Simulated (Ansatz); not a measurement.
**AlSi3H9: one species, many methods**

One table from this session's results is given with a row withheld; the runs are named, their logs left out.

Computed with Ansatz 0.2.0, Gaussian basis. Level: functionals in def2-TZVPP, the program's frozen cores in correlated methods.

Plan: PBE-D4, r2SCAN-D4, PBE0-D4, B3LYP-D4, ωB97X-V, ωB97M-V, B2PLYP; CCSD(T)/def2-TZVPP; MP2/def2-QZVPP; extrapolation to the limit.

## The geometry

The geometry comes from an earlier relaxation with PBE0-D4 in a triple-zeta def2 set; it is a stationary point, not always the lowest conformer.

SMILES `[AlH2][SiH]([SiH3])[SiH3]`, 13 atoms, charge 0, spin multiplicity 1.

Atoms are counted from 1 here; the program's logs count them from 0.

Bond lengths: Al1–Si2 2.439 Å, Al1–H5 1.588 Å, Al1–H6 1.588 Å, Si2–Si3 2.340 Å, Si2–Si4 2.340 Å, Si2–H7 1.494 Å, Si3–H8 1.488 Å, Si3–H9 1.488 Å, Si3–H10 1.489 Å, Si4–H11 1.489 Å, Si4–H12 1.488 Å, Si4–H13 1.488 Å. Angles: Si2–Al1–H5 121.8°, Si2–Al1–H6 118.4°, H5–Al1–H6 119.8°, Al1–Si2–Si3 110.1°, Al1–Si2–Si4 110.1°, Al1–Si2–H7 113.2°, Si3–Si2–Si4 105.9°, Si3–Si2–H7 108.6°, Si4–Si2–H7 108.6°, Si2–Si3–H8 111.3°, Si2–Si3–H9 109.0°, Si2–Si3–H10 111.2°, H8–Si3–H9 108.6°, H8–Si3–H10 108.4°, H9–Si3–H10 108.2°, Si2–Si4–H11 111.2°, Si2–Si4–H12 109.1°, Si2–Si4–H13 111.3° and more.

Set-up of the first run:

File in.yaml:

```yaml
crystal:
  periodic: [false, false, false]
  atoms:
    - {symbol: Al, position_ang: [-0.833684, 2.098506, -1.025244]}
    - {symbol: Si, position_ang: [0.387928, 0.025446, -0.626066]}
    - {symbol: Si, position_ang: [1.578393, 0.169237, 1.383182]}
    - {symbol: Si, position_ang: [-1.110032, -1.752246, -0.359983]}
    - {symbol: H, position_ang: [-0.612484, 2.961351, -2.339754]}
    - {symbol: H, position_ang: [-1.876347, 2.583777, 0.070085]}
    - {symbol: H, position_ang: [1.342648, -0.315922, -1.722674]}
    - {symbol: H, position_ang: [2.302581, -1.097584, 1.675122]}
    - {symbol: H, position_ang: [0.625294, 0.437853, 2.494229]}
    - {symbol: H, position_ang: [2.570752, 1.278576, 1.343122]}
    - {symbol: H, position_ang: [-1.929994, -1.953350, -1.586399]}
    - {symbol: H, position_ang: [-2.029835, -1.448097, 0.769784]}
    - {symbol: H, position_ang: [-0.394619, -3.022248, -0.060405]}
basis:
  gaussian: {orbitals: def2-TZVPP}
hamiltonian: {xc: pbe, dispersion: d4}
output: {forces: true, orbitals: {seedname: orbitals}}
```

Started as:

```
ansatz run in.yaml --threads 4 --pin off --events-out ev --progress --plain --max-ram 10444MiB
```

Among the steps run: PBE-D4 (GGA); r2SCAN-D4 (meta-GGA); PBE0-D4 (hybrid); B3LYP-D4 (hybrid); ωB97X-V (range-separated); ωB97M-V (range-separated); B2PLYP (double hybrid); CCSD(T) in def2-TZVPP; MP2 in def2-QZVPP.

One table of the session follows, with a row left open; its other results are not shown here.

```
            method  atomisation energy (kJ/mol)
            PBE-D4                       3510.9
         r2SCAN-D4                       3576.5
           PBE0-D4                       3522.3
          B3LYP-D4                       3566.8
           ωB97X-V                       3615.8
           ωB97M-V                       3564.1
            B2PLYP                       3504.4
     HF/def2-TZVPP                       2745.4
    MP2/def2-TZVPP                       3432.2
   CCSD/def2-TZVPP                       3463.5
CCSD(T)/def2-TZVPP                            ?
           MP2/CBS                       3521.7
       CCSD(T)/CBS                       3581.5
```

Estimate the missing values for CCSD(T)/def2-TZVPP.

As computed: atomisation energy (kJ/mol): 3492.0. In the column «atomisation energy (kJ/mol)» it lies between CCSD/def2-TZVPP (3463.5) and B2PLYP (3504.4).
